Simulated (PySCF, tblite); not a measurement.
**C₇H₇BCl₂: geometry, infrared bands and NMR shifts**

What infrared bands and NMR shifts should C₇H₇BCl₂ (`C=C1BC(C(Cl)Cl)=CC1=C`) show?

The runs use tblite 0.8.0 and PySCF 2.14.0, with density-fitted response routines of our own; the level of theory stands in each step. All values are computed, except where a source is named. Atoms are numbered from 0 throughout.

**1. The starting structure**

17 atoms, charge 0, multiplicity 1; geometry from: force field or distance geometry start.

Bonds of the start (Å): C0–C1 1.33, C1–B2 1.59, B2–C3 1.58, C3–C4 1.49, C4–Cl5 1.78, C4–Cl6 1.79, C3–C7 1.32, C7–C8 1.45, C8–C9 1.34, C8–C1 1.45, C0–H10 1.08, C0–H11 1.11, B2–H12 1.17, C4–H13 1.12, C7–H14 1.10, C9–H15 1.09, C9–H16 1.09.

**2. Relaxing the molecule with GFN2-xTB**

The job: settings as JSON, then the geometry in Å.

```
{"job": {"kind": "relax", "xc": "GFN2-xTB", "basis": "xTB"}, "charge": 0, "multiplicity": 1}
C     -2.191400    -1.492500     0.097300
C     -1.090400    -0.754400     0.064400
B      0.410000    -1.293200     0.086800
C      1.251400     0.045200     0.035300
C      2.738900    -0.002200     0.047100
Cl     3.447300     1.630000    -0.010400
Cl     3.357500    -0.932700    -1.345700
C      0.453900     1.093300     0.022000
C     -0.943100     0.690700     0.034700
C     -1.978400     1.541500     0.018200
H     -2.192800    -2.570400     0.126300
H     -3.146700    -0.929400     0.087700
H      0.750400    -2.363500    -0.250200
H      3.086400    -0.551000     0.959200
H      0.850900     2.117300    -0.009800
H     -1.814900     2.620000    -0.004200
H     -2.996100     1.163400     0.031200
```

Run with:

```sh
> OMP_NUM_THREADS=1 python probes_run.py task.json out
```

This one command runs all jobs of the session in turn.

**Question.** This job is followed by: GFN2-xTB harmonic vibrations, gas phase; GIAO PBE0/pcSseg-1 NMR shielding, non-relativistic, gas phase. Predict these results of the whole session: strongest single infrared mode (GFN2-xTB); zero-point energy (GFN2-xTB); 13C shifts against TMS (PBE0/pcSseg-1); 1H shifts against TMS (PBE0/pcSseg-1); 11B shifts against BF3·OEt2 (PBE0/pcSseg-1); 35Cl shifts against HCl (PBE0/pcSseg-1, means over atoms taken as alike).

The runs gave:

| quantity | value |
| --- | --- |
| strongest single infrared mode (GFN2-xTB) | 2700 cm⁻¹, 110 km/mol |
| zero-point energy (GFN2-xTB) | 72.8 kcal/mol |
| 13C shifts against TMS (PBE0/pcSseg-1) | 177.2, 167.6, 157.6, 157.4, 140.5, 119.5, 84.5 ppm |
| 1H shifts against TMS (PBE0/pcSseg-1) | 8.67, 6.89, 6.87, 6.66, 6.60, 6.10, 5.91 ppm |
| 11B shifts against BF3·OEt2 (PBE0/pcSseg-1) | 59.0 ppm |
| 35Cl shifts against HCl (PBE0/pcSseg-1, means over atoms taken as alike) | 320 ppm |

Relaxing lowered the energy by 0.382 eV in 120 steps; the close pair that moved most is C3–C7, from 1.317 to 1.356 Å. All 45 modes are real, so the xTB geometry is a minimum. The strongest single mode, at 2700 cm⁻¹, moves mainly H12. Unscaled tight-binding wavenumbers are off by several per cent, some by more. Its intensities can rank the bands wrongly. C4 stands next to heavy halogen, whose spin-orbit shielding this run leaves out, so the computed shift lies too far downfield, most of all for carbon beside Br or I. At PBE0/pcSseg-1: Shielding is most anisotropic at Cl5, Cl6 (span 637 ppm, paramagnetic term -516 ppm).
